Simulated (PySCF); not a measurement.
**Solver options tried on ZnSn (triplet)**

The same problem is solved with other solver options, one edit a run.

The runs use PySCF 2.14.0; each script names its method and basis.

5 further runs of the same task are left out: 5 that didn't finish.

### Step 1. Starting geometry

ZnSn (triplet): 2 atoms, charge 0, spin multiplicity 3.

Bond lengths: Zn1–Sn2 2.540 Å.

### Step 2. Base script

The input, input.py:

```python
from pyscf import gto, dft
from pyscf.prop.polarizability import uhf as pol

mol = gto.M(
    atom='Zn 0 0 0; Sn 0 0 2.54',
    basis='lanl2dz',
    ecp={'Zn': 'lanl2dz', 'Sn': 'lanl2dz'},
    charge=0,
    spin=2,
    verbose=4,
)
mf = dft.UKS(mol, xc='revpbe')
mf.kernel()
print('polarizability (a.u.)')
print(pol.Polarizability(mf).polarizability().round(4))
mf.dip_moment()
print('orbital energies (hartree):', [e[max(0, n-3):n+3].round(4) for e, n in zip(mf.mo_energy, mol.nelec)])
```

Started as:

```sh
$ OMP_NUM_THREADS=1 python input.py
```

The log of this run is left out.

It gives: E(SCF) = -69.293260 Eh, ⟨S²⟩ = 2.010, μ = 2.20 D, α(xx, yy, zz) = 61.0, 61.0, 144.4 bohr³.

The bond length is a typed value, not an optimised one. The triplet is typed in the script; nothing here shows that it is the ground state.

### Step 3. Point-group symmetry on

Run 1 changes point-group symmetry: off → on.

The input, input.py:

```python
from pyscf import gto, dft
from pyscf.prop.polarizability import uhf as pol

mol = gto.M(
    atom='Zn 0 0 0; Sn 0 0 2.54',
    basis='lanl2dz',
    ecp={'Zn': 'lanl2dz', 'Sn': 'lanl2dz'},
    charge=0,
    spin=2,
    symmetry=True,
    verbose=4,
)
mf = dft.UKS(mol, xc='revpbe')
mf.kernel()
print('polarizability (a.u.)')
print(pol.Polarizability(mf).polarizability().round(4))
mf.dip_moment()
print('orbital energies (hartree):', [e[max(0, n-3):n+3].round(4) for e, n in zip(mf.mo_energy, mol.nelec)])
```

Started as:

```sh
$ OMP_NUM_THREADS=1 python input.py
```

### Step 4. Initial guess huckel

Run 2 changes initial guess: minao → huckel.

input.py, as its differences from that of step 2:

```diff
@@ -12,2 +12,3 @@
 mf = dft.UKS(mol, xc='revpbe')
+mf.init_guess = 'huckel'
 mf.kernel()
```

### Step 5. Second-order solver on

Run 3 changes second-order solver: off → on.

input.py, as its differences from that of step 2:

```diff
@@ -12,2 +12,3 @@
 mf = dft.UKS(mol, xc='revpbe')
+mf = mf.newton()
 mf.kernel()
```

Before running it: what results should come out? Wanted: for each run, E(SCF); from base; gap, α spin; SCF dipole.

As calculated:

| run | E(SCF) (hartree) | from base (eV) | cycles | gap, α spin (eV) | SCF dipole (D) |
| --- | --- | --- | --- | --- | --- |
| base | -69.293260 | 0 | 16 | 0.92 | 2.20 |
| point-group symmetry on | -69.293260 | 0.0000 | 16 | 0.92 | 2.20 |
| initial guess huckel | -69.293260 | 0.0000 | 10 | 0.92 | 2.20 |
| second-order solver on | -68.711298 | +15.8360 | 14 macro | -5.84 | 1.72 |

Distance from each run's final energy (log10 hartree) by cycle:

| run | cycle 1 | cycle 2 | cycle 3 | cycle 5 | cycle 8 | cycle 12 |
| --- | --- | --- | --- | --- | --- | --- |
| base | 1.6 | 1.2 | -0.2 | 0.3 | -0.6 | -5.3 |
| point-group symmetry on | 1.6 | 1.2 | -0.2 | 0.3 | -0.9 | -5.4 |
| initial guess huckel | -1.2 | -0.8 | -2.1 | -3.9 | -8.7 | done |
| second-order solver on | 1.6 | 1.0 | 0.8 | 0.4 | -2.1 | -7.0 |

**Reading.** The SCF energy stays the same, to the digits that matter, with point-group symmetry on or initial guess huckel. With second-order solver on the SCF ends in another solution, 15.84 eV higher: the path to self-consistency decides the state here. The base needs 16 cycles and the run with initial guess huckel needs 10.
